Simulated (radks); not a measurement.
# Li⁺ inside a hard spherical wall

What does compression do to the levels of Li⁺? A hard sphere of shrinking radius stands in for pressure; the configuration is held at [He].

The numbers are computed with radks (a radial shooting solver on a logarithmic mesh, Libxc functionals) version 1 (scalar-relativistic Kohn-Sham, PBEsol, spin-polarised, spherical densities, point nucleus), except any that are marked as measured or tabulated.

**1. The atom as given**

- element: lithium (Z = 3)
- charge: +1
- electrons: 2
- configuration: [He]

Outer shells as boxes (Hund's rule):

Li⁺
```
1s [↑↓]
```

**2. The free atom**

Settings of this run:

```text
Z 3
configuration [He] 2s0 2p0
relativity scalar-relativistic
functional pbe_sol,pbe_sol
spin polarised
nucleus point
c 137.035999084
```

**3. Wall at 15 bohr**

Settings, as their differences from step 2:

```diff
@@ -6,2 +6,3 @@
 nucleus point
+wall 15 bohr
 c 137.035999084
```

**4. Wall at 12 bohr**

Settings, as their differences from step 3:

```diff
@@ -6,3 +6,3 @@
 nucleus point
-wall 15 bohr
+wall 12 bohr
 c 137.035999084
```

**5. Wall at 10 bohr**

Settings, as their differences from step 4:

```diff
@@ -6,3 +6,3 @@
 nucleus point
-wall 12 bohr
+wall 10 bohr
 c 137.035999084
```

**6. Wall at 7 bohr**

Settings, as their differences from step 5:

```diff
@@ -6,3 +6,3 @@
 nucleus point
-wall 10 bohr
+wall 7 bohr
 c 137.035999084
```

**7. Wall at 6 bohr**

Settings, as their differences from step 6:

```diff
@@ -6,3 +6,3 @@
 nucleus point
-wall 7 bohr
+wall 6 bohr
 c 137.035999084
```

**8. Wall at 5 bohr**

Settings, as their differences from step 7:

```diff
@@ -6,3 +6,3 @@
 nucleus point
-wall 6 bohr
+wall 5 bohr
 c 137.035999084
```

**9. Wall at 4 bohr**

Settings, as their differences from step 8:

```diff
@@ -6,3 +6,3 @@
 nucleus point
-wall 5 bohr
+wall 4 bohr
 c 137.035999084
```

**10. Wall at 2.5 bohr**

Settings, as their differences from step 9:

```diff
@@ -6,3 +6,3 @@
 nucleus point
-wall 4 bohr
+wall 2.5 bohr
 c 137.035999084
```

**11. Wall at 2 bohr**

Settings, as their differences from step 10:

```diff
@@ -6,3 +6,3 @@
 nucleus point
-wall 2.5 bohr
+wall 2 bohr
 c 137.035999084
```

What does the calculation give? Wanted: for each run, R; E − E(free); ε(1s); ε(2s, empty); ε(2p, empty); pressure.

As calculated:

```csv
R (bohr),E − E(free) (eV),ε(1s) (eV),"ε(2s, empty) (eV)","ε(2p, empty) (eV)",pressure (GPa)
free,0.000,-59.844,-,-,0
15,0.000,-59.844,-,-,< 0.0001
12,0.000,-59.844,-,-,< 0.0001
10,0.000,-59.844,-,-,< 0.0001
7,0.000,-59.844,-,-,< 0.0001
6,0.000,-59.844,-,-,< 0.0001
5,0.000,-59.844,-5.111,-2.929,0.000166
4,0.001,-59.842,-2.310,-0.644,0.0135
2.5,0.207,-59.461,19.125,13.332,10.7
2,1.316,-57.994,46.308,28.967,104
```

Eigenvalues are for spin up. At the tightest wall, 2 bohr, the energy stands 1.316 eV above the free atom and the pressure, −dE/dV, is 104 GPa. Of the levels in the table that exist at both ends, 1s rises most from the free atom (1.850 eV). Shells are not refilled when levels cross, and a hard wall is a model, not a crystal.
